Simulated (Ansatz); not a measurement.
# AlH5O3Si: one species, many methods

One table from this session's results is given with a row withheld; the runs are named, their logs left out.

Method: functionals in def2-TZVPP, the program's frozen cores in correlated methods; program: Ansatz 0.2.0, Gaussian basis.

The runs, in order: PBE-D4, r2SCAN-D4, PBE0-D4, B3LYP-D4, ωB97X-V, ωB97M-V, B2PLYP; CCSD(T)/def2-TZVPP; CCSD(T)/def2-QZVPP; extrapolation to the limit.

### The relaxed structure

An earlier PBE0-D4 in a triple-zeta def2 set relaxation fixed the geometry.

10 atoms, charge 0, spin multiplicity 1.

Atoms are counted from 1 here; the program's logs count them from 0.

Bond lengths: O1–Al2 1.685 Å, O1–H6 0.956 Å, Al2–O3 1.688 Å, Al2–O4 1.675 Å, O3–H7 0.955 Å, O4–Si5 1.624 Å, Si5–H8 1.487 Å, Si5–H9 1.487 Å, Si5–H10 1.487 Å. Angles: Al2–O1–H6 122.0°, O1–Al2–O3 119.5°, O1–Al2–O4 118.9°, O3–Al2–O4 121.6°, Al2–O3–H7 123.0°, Al2–O4–Si5 162.6°, O4–Si5–H8 110.4°, O4–Si5–H9 109.5°, O4–Si5–H10 110.7°, H8–Si5–H9 108.7°, H8–Si5–H10 108.9°, H9–Si5–H10 108.7°.

As a file:

```mol
AlH5O3Si
  3D, bonds by distance, orders not assigned

 10  9  0  0  0  0  0  0  0  0999 V2000
   -1.7426   -1.5744    0.5496 O   0  0
   -0.1263   -1.1844    0.2747 Al  0  0
    1.0524   -2.3861    0.3991 O   0  0
    0.2691    0.3959   -0.1168 O   0  0
    0.1652    1.9814   -0.4536 Si  0  0
   -2.0183   -2.4609    0.7768 H   0  0
    1.9820   -2.2198    0.2544 H   0  0
   -0.4910    2.1889   -1.7723 H   0  0
    1.5304    2.5691   -0.5031 H   0  0
   -0.6210    2.6902    0.5913 H   0  0
  1  2  8  0
  2  3  8  0
  2  4  8  0
  4  5  8  0
  1  6  8  0
  3  7  8  0
  5  8  8  0
  5  9  8  0
  5 10  8  0
M  END
```

The first run:

Input file in.yaml:

```yaml
crystal:
  periodic: [false, false, false]
  atoms:
    - {symbol: O, position_ang: [-1.742635, -1.574445, 0.549559]}
    - {symbol: Al, position_ang: [-0.126275, -1.184356, 0.274720]}
    - {symbol: O, position_ang: [1.052421, -2.386051, 0.399064]}
    - {symbol: O, position_ang: [0.269117, 0.395872, -0.116778]}
    - {symbol: Si, position_ang: [0.165160, 1.981446, -0.453629]}
    - {symbol: H, position_ang: [-2.018258, -2.460887, 0.776770]}
    - {symbol: H, position_ang: [1.982022, -2.219767, 0.254419]}
    - {symbol: H, position_ang: [-0.490975, 2.188857, -1.772325]}
    - {symbol: H, position_ang: [1.530407, 2.569113, -0.503103]}
    - {symbol: H, position_ang: [-0.620984, 2.690208, 0.591313]}
basis:
  gaussian: {orbitals: def2-TZVPP}
hamiltonian: {xc: pbe, dispersion: d4}
output: {forces: true, orbitals: {seedname: orbitals}}
```

On the command line:

```sh
$ ansatz run in.yaml --threads 2 --pin off --events-out ev --progress --plain --max-ram 22528MiB --backend cpu
```

Steps of the session up to this table: PBE-D4 (GGA); r2SCAN-D4 (meta-GGA); PBE0-D4 (hybrid); B3LYP-D4 (hybrid); ωB97X-V (range-separated); ωB97M-V (range-separated); B2PLYP (double hybrid); CCSD(T) in def2-TZVPP; CCSD(T) in def2-QZVPP.

One of the session's tables, all rows but one given; the rest of the session is left out.

| method | atomisation energy (kJ/mol) |
| --- | --- |
| PBE-D4 | 3765.1 |
| r2SCAN-D4 | 3774.3 |
| PBE0-D4 | 3691.7 |
| B3LYP-D4 | 3747.6 |
| ωB97X-V | 3777.1 |
| ωB97M-V | 3777.1 |
| B2PLYP | 3733.6 |
| HF/def2-TZVPP | 2737.9 |
| MP2/def2-TZVPP | 3785.6 |
| CCSD/def2-TZVPP | 3635.0 |
| CCSD(T)/def2-TZVPP | 3685.5 |
| MP2/CBS | ? |
| CCSD(T)/CBS | 3804.1 |

**Question.** Estimate the row for MP2/CBS.

**Answer.** atomisation energy (kJ/mol): 3903.3. In the column «atomisation energy (kJ/mol)» it is the highest.

Caveats from the session: Free atoms (3 O, 1 Al, 1 Si, 5 H) were run apart at each level; the atomisation energy is their sum less the molecule, without zero-point or spin-orbit terms.
